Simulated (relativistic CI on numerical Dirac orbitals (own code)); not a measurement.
# Cu²⁺: one ion under different settings

How much do the settings matter for Cu²⁺? One ion, several inputs.

Method: Dirac-Coulomb-Breit CI, KLI orbitals optimised for each configuration, model QED (radiative potential, 1s self-energy scaled to tabulated hydrogen-like ionisation energies), numerical settings as typed. Code: relativistic CI on numerical Dirac orbitals (own code) version 3.

### 1 The system

- ion: Cu²⁺ (Cu III)
- nuclear charge: 29
- electrons: 27
- isotope: A = 63

### 2 An attempt

Settings of the run:

```ini
atom Cu  Z=29  charge=2  electrons=27
nucleus A=63  rms_radius_fm=3.8823
hamiltonian dirac-coulomb  breit=on  qed=on  c_scale=1
orbitals kli  potential=per-configuration
slater_scale 1
correlation none
mixing on
grid step=0.0125 r_max=1.03
scf mixing=0.4 start=green max_iterations=59 tolerance=2e-08 node_fill=0.05
configurations
  [Ar] 3d9
end
```

Command:

```console
> python run_levels.py task.json out
```

One command runs all members of the session, one after another, from task.json.

The program writes no log. Results of the run, from its result record (rounded, main fields):

```text
status: not_converged
warnings: ["SCF of 1s2 2s2 2p6 3s2 3p6 3d9 stopped: an orbital could not be found"]
scf_steps of the first configuration [iteration, E_Ha, residual, outer_eigenvalue_Ha]:
  - [1, -1638.236916, 2.25, -4.294]
  - [1, "-", "-", "3p3/2 not found"]
  - [3, -1646.92034, 1.65, -3.123]
  - [3, "-", "-", "3p1/2 not found"]
  - [3, "-", "-", "3d3/2 not found"]
  - [6, -1649.666173, 1.44, -2.749]
  - [6, "-", "-", "3p1/2 not found"]
  - [6, "-", "-", "3p3/2 not found"]
  - [6, "-", "-", "3d3/2 not found"]
  - [6, "-", "-", "3d3/2 not found"]
  - ["...", "...", "...", "..."]
  - [21, "-", "-", "3p3/2 not found"]
  - [21, "-", "-", "3d3/2 not found"]
  - [21, "-", "-", "3d3/2 not found"]
  - [21, "-", "-", "3d3/2 not found"]
  - [21, "-", "-", "3d5/2 not found"]
  - [21, "-", "-", "3d5/2 not found"]
  - [29, -1649.942347, 1.41, -2.71]
  - [29, "-", "-", "3p1/2 not found"]
  - [29, "-", "-", "3p3/2 not found"]
  - [29, "-", "-", "3d3/2 not found"]
```

Run time: 0.076 s. Hardware: 1 thread, shared host.

Cause: the run ended without a result. During the SCF the search lost an orbital: no solution with the right number of nodes was found in that cycle's potential. The input had end of the grid 1.03. The cure is to restore the usual settings.

### 3 An attempt

Settings of the run:

```ini
atom Cu  Z=29  charge=4  electrons=25
nucleus A=63  rms_radius_fm=3.8823
hamiltonian dirac-coulomb  breit=on  qed=on  c_scale=1
orbitals kli  potential=per-configuration
slater_scale 1
correlation none
mixing on
grid step=0.0125 r_max=34.3
scf mixing=0.4 start=green max_iterations=70 tolerance=2e-08 node_fill=0.05
configurations
  [Ar] 3d9
end
```

Results of the run:

```text
status: refused
warnings: ["configuration [Ar] 3d9 has 27 electrons, the ion has 25"]
```

Wall time 0.00037 s (1 thread, shared host).

Diagnosis: the program refused the input. The electrons of a configuration don't add up to Z less the charge. The input had charge 4. The cure is to make charge and configurations agree.

### 4 The mended input

Settings of the run:

```ini
atom Cu  Z=29  charge=2  electrons=27
nucleus A=63  rms_radius_fm=3.8823
hamiltonian dirac-coulomb  breit=on  qed=on  c_scale=1
orbitals kli  potential=per-configuration
slater_scale 1
correlation none
mixing on
grid step=0.0125 r_max=34.3
scf mixing=0.4 start=green max_iterations=150 tolerance=2e-08 node_fill=0.05
configurations
  [Ar] 3d9
end
```

Results of the run:

```text
status: converged
levels [i, E_cm, J2, conf, term, w_term, w_jj]:
  - [0, 0, 5, "3d9", "2D", 1, 1]
  - [1, 2013.5461, 3, "3d9", "2D", 1, 1]
total_energy [Ha]: -1651.4392095
n_levels_all: 2
overlap: 2.58865e-12
scf_iterations: [12]
orbital_energies [Ha]: {"1s": -326.092, "2s": -40.244, "2p1/2": -35.399, "2p3/2": -34.6473, "3s": -5.53143, "3p1/2": -4.0221, "3p3/2": -3.92816, "3d3/2": -1.45024, "3d5/2": -1.4393}
configurations [conf, odd, states, E_av_Ha, breit_Ha, qed_Ha]:
  - ["3d9", 0, 10, -1652.567857, 0.6772, 0.4551]
scf_steps of the first configuration [iteration, E_Ha, residual, outer_eigenvalue_Ha]:
  - [1, -1640.351053, 1.96, -4.176]
  - [2, -1651.833653, 0.528, -2.053]
  - [3, -1652.460007, 0.0991, -1.437]
  - [4, -1652.513959, 0.146, -1.59]
  - [5, -1652.567483, 0.0225, -1.461]
  - [6, -1652.567896, 0.00117, -1.441]
  - [7, -1652.567758, 0.00155, -1.438]
  - [8, -1652.56786, 4.59e-05, -1.439]
  - [9, -1652.567859, 2.33e-05, -1.439]
  - [10, -1652.567857, 1.62e-06, -1.439]
  - [11, -1652.567857, 2.33e-07, -1.439]
  - [12, -1652.567857, 4.25e-10, -1.439]
```

Run time: 0.044 s. Hardware: 1 thread, shared host.

### 5 Start potential bare

Changes to the settings of step 4:

```diff
@@ -8,3 +8,3 @@
 grid step=0.0125 r_max=34.3
-scf mixing=0.4 start=green max_iterations=150 tolerance=2e-08 node_fill=0.05
+scf mixing=0.4 start=bare max_iterations=150 tolerance=2e-08 node_fill=0.05
 configurations
```

Results of the run:

```text
status: converged
levels [i, E_cm, J2, conf, term, w_term]:
  - [0, 0, 5, "3d9", "2D", 1]
  - [1, 2013.5461, 3, "3d9", "2D", 1]
total_energy [Ha]: -1651.4392095
n_levels_all: 2
overlap: 2.58981e-12
scf_iterations: [18]
orbital_energies [Ha]: {"1s": -326.092, "2s": -40.244, "2p1/2": -35.399, "2p3/2": -34.6473, "3s": -5.53143, "3p1/2": -4.0221, "3p3/2": -3.92816, "3d3/2": -1.45024, "3d5/2": -1.4393}
configurations [conf, odd, states, E_av_Ha, breit_Ha, qed_Ha]:
  - ["3d9", 0, 10, -1652.567857, 0.6772, 0.4551]
scf_steps of the first configuration [iteration, E_Ha, residual, outer_eigenvalue_Ha]:
  - [1, -1455.53643, 8.71, -46.78]
  - [2, -1593.31302, 5.23, -22.06]
  - [3, -1611.593533, 3.68, -1.017]
  - [4, -1617.186136, 3.35, -1.102]
  - [5, -1643.354131, 1.62, -2.921]
  - [6, -1651.538912, 0.541, -1.887]
  - [7, -1651.122112, 0.64, -1.961]
  - [8, -1652.547871, 0.0512, -1.472]
  - [9, -1652.541729, 0.0596, -1.47]
  - [10, -1652.563764, 0.0187, -1.448]
  - [11, -1652.567512, 0.00556, -1.452]
  - [12, -1652.567965, 0.00263, -1.442]
  - [13, -1652.567829, 0.000564, -1.439]
  - [14, -1652.567868, 0.000182, -1.439]
  - [15, -1652.567857, 1.31e-05, -1.439]
  - [16, -1652.567857, 2.89e-07, -1.439]
  - [17, -1652.567857, 1.05e-07, -1.439]
  - [18, -1652.567857, 6.23e-09, -1.439]
```

It took 0.055 s on 1 thread, shared host.

### 6 Grid step 0.008

Changes to the settings of step 5:

```diff
@@ -7,4 +7,4 @@
 mixing on
-grid step=0.0125 r_max=34.3
-scf mixing=0.4 start=bare max_iterations=150 tolerance=2e-08 node_fill=0.05
+grid step=0.008 r_max=34.3
+scf mixing=0.4 start=green max_iterations=150 tolerance=2e-08 node_fill=0.05
 configurations
```

Results of the run:

```text
status: converged
levels [i, E_cm, J2, conf, term, w_term]:
  - [0, 0, 5, "3d9", "2D", 1]
  - [1, 2013.5462, 3, "3d9", "2D", 1]
total_energy [Ha]: -1651.4392518
n_levels_all: 2
overlap: 1.19853e-13
scf_iterations: [12]
orbital_energies [Ha]: {"1s": -326.092, "2s": -40.244, "2p1/2": -35.399, "2p3/2": -34.6473, "3s": -5.53143, "3p1/2": -4.0221, "3p3/2": -3.92816, "3d3/2": -1.45024, "3d5/2": -1.4393}
configurations [conf, odd, states, E_av_Ha, breit_Ha, qed_Ha]:
  - ["3d9", 0, 10, -1652.567899, 0.6772, 0.4551]
scf_steps of the first configuration [iteration, E_Ha, residual, outer_eigenvalue_Ha]:
  - [1, -1640.351093, 1.96, -4.176]
  - [2, -1651.833695, 0.528, -2.053]
  - [3, -1652.46005, 0.0992, -1.437]
  - [4, -1652.514069, 0.146, -1.59]
  - [5, -1652.567529, 0.0225, -1.461]
  - [6, -1652.567969, 0.00188, -1.441]
  - [7, -1652.567777, 0.00192, -1.437]
  - [8, -1652.567884, 0.000238, -1.439]
  - [9, -1652.567901, 3.75e-05, -1.439]
  - [10, -1652.567899, 1.29e-07, -1.439]
  - [11, -1652.567899, 9.74e-08, -1.439]
  - [12, -1652.567899, 8.2e-09, -1.439]
```

Wall time 0.07 s (1 thread, shared host).

### 7 Slater scale 1.2, tolerance 0.0001

Settings of the run:

```ini
atom Cu  Z=29  charge=2  electrons=27
nucleus A=63  rms_radius_fm=3.8823
hamiltonian dirac-coulomb  breit=on  qed=on  c_scale=1
orbitals kli  potential=per-configuration
slater_scale 1.2
correlation none
mixing on
grid step=0.0125 r_max=34.3
scf mixing=0.4 start=green max_iterations=150 tolerance=0.0001 node_fill=0.05
configurations
  [Ar] 3d9
end
```

Results of the run:

```text
status: converged
levels [i, E_cm, J2, conf, term, w_term]:
  - [0, 0, 5, "3d9", "2D", 1]
  - [1, 2040.9371, 3, "3d9", "2D", 1]
total_energy [Ha]: -1651.4392616
n_levels_all: 2
overlap: 2.58997e-12
scf_iterations: [8]
orbital_energies [Ha]: {"1s": -326.092, "2s": -40.244, "2p1/2": -35.3991, "2p3/2": -34.6474, "3s": -5.53149, "3p1/2": -4.02215, "3p3/2": -3.92821, "3d3/2": -1.45029, "3d5/2": -1.43934}
configurations [conf, odd, states, E_av_Ha, breit_Ha, qed_Ha]:
  - ["3d9", 0, 10, -1652.56786, 0.6772, 0.4551]
scf_steps of the first configuration [iteration, E_Ha, residual, outer_eigenvalue_Ha]:
  - [1, -1640.351053, 1.96, -4.176]
  - [2, -1651.833653, 0.528, -2.053]
  - [3, -1652.460007, 0.0991, -1.437]
  - [4, -1652.513959, 0.146, -1.59]
  - [5, -1652.567483, 0.0225, -1.461]
  - [6, -1652.567896, 0.00117, -1.441]
  - [7, -1652.567758, 0.00155, -1.438]
  - [8, -1652.56786, 4.59e-05, -1.439]
```

It took 0.045 s on 1 thread, shared host.

### 8 The runs side by side

| setting | total energy less usual (Ha) | largest shift of a level among the lowest eight of both runs, same label and place (cm⁻¹) | SCF iterations | time | lowest level | kind of change |
| --- | --- | --- | --- | --- | --- | --- |
| usual | 0 | 0 | 12 | 0.044 s | 3d9 2D5/2 | - |
| start potential bare | 0 | 0 | 18 | 0.055 s | 3d9 2D5/2 | numerical |
| grid step 0.008 | -4.22e-05 | 0 | 12 | 0.07 s | 3d9 2D5/2 | numerical |
| Slater scale 1.2, tolerance 0.0001 | -5.2e-05 | 27.4 | 8 | 0.045 s | 3d9 2D5/2 | model term |

### 9 What came out

| quantity | value |
| --- | --- |
| lowest level, usual settings | 3d9 2D5/2 |
| total energy | -1651.4392 Ha |
| first excitation | 2013.5 cm⁻¹ |
| runs without a result | 2 |

Among the runs whose levels can be followed, they move most under «Slater scale 1.2, tolerance 0.0001» (model term), by up to 27.4 cm⁻¹. No visible change in the result comes from «start potential bare». Only the listed configurations are in the model. Near neutrality, missing correlation can shift configurations against each other by thousands of cm⁻¹.
